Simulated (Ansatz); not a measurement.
# SbH₃O (SMILES [OH][SbH2]): single points off equilibrium

A test off equilibrium: a structure displaced at random from a GFN2-xTB minimum is computed at several levels, and each is set against CCSD(T).

The runs use Ansatz 0.2.0, Gaussian basis; single points in def2-TZVPP.

Cores are frozen in the correlated methods. Filled d shells of the heavier atoms are correlated. Core potentials replace the inner electrons past krypton, and spin-orbit coupling is left out.

### 1 Starting geometry

SMILES `[OH][SbH2]`, 5 atoms, charge 0, spin multiplicity 1.

Atoms are counted from 1 here; the program's logs count them from 0.

Bond lengths: O1–Sb2 1.812 Å, O1–H3 0.953 Å, Sb2–H4 1.722 Å, Sb2–H5 1.535 Å. Angles: Sb2–O1–H3 123.3°, O1–Sb2–H4 100.6°, O1–Sb2–H5 94.1°, H4–Sb2–H5 94.2°.

As a file:

```xyz
5

O     0.63360   -0.62650    0.70160
Sb    0.02710    0.21790   -0.78250
H     0.64030   -1.57410    0.79870
H    -1.67200    0.16790   -0.50510
H     0.19690    1.62250   -0.18740
```

### 2 CCSD(T)/def2-TZVPP

The input, run/in.yaml:

```yaml
crystal:
  periodic: [false, false, false]
  atoms:
    - {symbol: O, position_ang: [0.633600, -0.626500, 0.701600]}
    - {symbol: Sb, position_ang: [0.027100, 0.217900, -0.782500]}
    - {symbol: H, position_ang: [0.640300, -1.574100, 0.798700]}
    - {symbol: H, position_ang: [-1.672000, 0.167900, -0.505100]}
    - {symbol: H, position_ang: [0.196900, 1.622500, -0.187400]}
basis:
  gaussian: {orbitals: def2-TZVPP}
correlation: {method: ccsd_t}
output: {forces: true}
```

No record of the launch command was kept for these runs.

### 3 PBE0-D4/def2-TZVPP

Changes to run/in.yaml since step 2:

```diff
@@ -10,3 +10,3 @@
   gaussian: {orbitals: def2-TZVPP}
-correlation: {method: ccsd_t}
-output: {forces: true}
+hamiltonian: {xc: pbe0, dispersion: d4}
+output: {forces: true, orbitals: {seedname: orbitals}}
```

### 4 wB97M-V/def2-TZVPP

Changes to run/in.yaml since step 3:

```diff
@@ -10,3 +10,3 @@
   gaussian: {orbitals: def2-TZVPP}
-hamiltonian: {xc: pbe0, dispersion: d4}
-output: {forces: true, orbitals: {seedname: orbitals}}
+hamiltonian: {xc: {name: wB97M-V}}
+output: {forces: true}
```

### 5 r2SCAN-D4/def2-TZVPP

Changes to run/in.yaml since step 4:

```diff
@@ -10,3 +10,3 @@
   gaussian: {orbitals: def2-TZVPP}
-hamiltonian: {xc: {name: wB97M-V}}
+hamiltonian: {xc: r2scan, dispersion: d4}
 output: {forces: true}
```

### 6 PBE-D4/def2-TZVPP

Changes to run/in.yaml since step 5:

```diff
@@ -10,3 +10,3 @@
   gaussian: {orbitals: def2-TZVPP}
-hamiltonian: {xc: r2scan, dispersion: d4}
+hamiltonian: {xc: pbe, dispersion: d4}
 output: {forces: true}
```

### 7 CAM-B3LYP-D4/def2-TZVPP

Changes to run/in.yaml since step 6:

```diff
@@ -10,3 +10,3 @@
   gaussian: {orbitals: def2-TZVPP}
-hamiltonian: {xc: pbe, dispersion: d4}
+hamiltonian: {xc: {name: CAM-B3LYP}, dispersion: d4}
 output: {forces: true}
```

### 8 BLYP-D4/def2-TZVPP

Changes to run/in.yaml since step 7:

```diff
@@ -10,3 +10,3 @@
   gaussian: {orbitals: def2-TZVPP}
-hamiltonian: {xc: {name: CAM-B3LYP}, dispersion: d4}
+hamiltonian: {xc: {name: BLYP}, dispersion: d4}
 output: {forces: true}
```

(Steps that only read results are left out.)

**Question.** What will these runs give? Wanted: energy less free atoms, CCSD(T)/def2-TZVPP; RMS force component; RMS force error; HOMO and LUMO, PBE0-D4; T1 diagnostic.

As calculated:

| quantity | value |
| --- | --- |
| energy less free atoms, CCSD(T)/def2-TZVPP | -1201.2 kJ/mol |
| RMS force component | 2.190 to 2.510 eV/Å over the methods |
| RMS force error | PBE0-D4 0.108, wB97M-V 0.041, r2SCAN-D4 0.126, PBE-D4 0.305, CAM-B3LYP-D4 0.071, BLYP-D4 0.403 eV/Å |
| HOMO and LUMO, PBE0-D4 | -6.69 and -0.65 eV |
| T1 diagnostic | 0.013 |

**Reading.** Against CCSD(T) the functionals' energies less atoms differ by -54.3 to -9.2 kJ/mol, PBE-D4 by -46.9 kJ/mol. CCSD(T) in triple zeta still lacks some correlation energy of the bonds, so part of these gaps is its own basis error and they don't rank the functionals. The forces of wB97M-V come nearest to CCSD(T), those of BLYP-D4 are farthest. Frozen-core CCSD(T) forces in triple zeta carry basis errors of their own, and this is one geometry, so small gaps rank nothing.
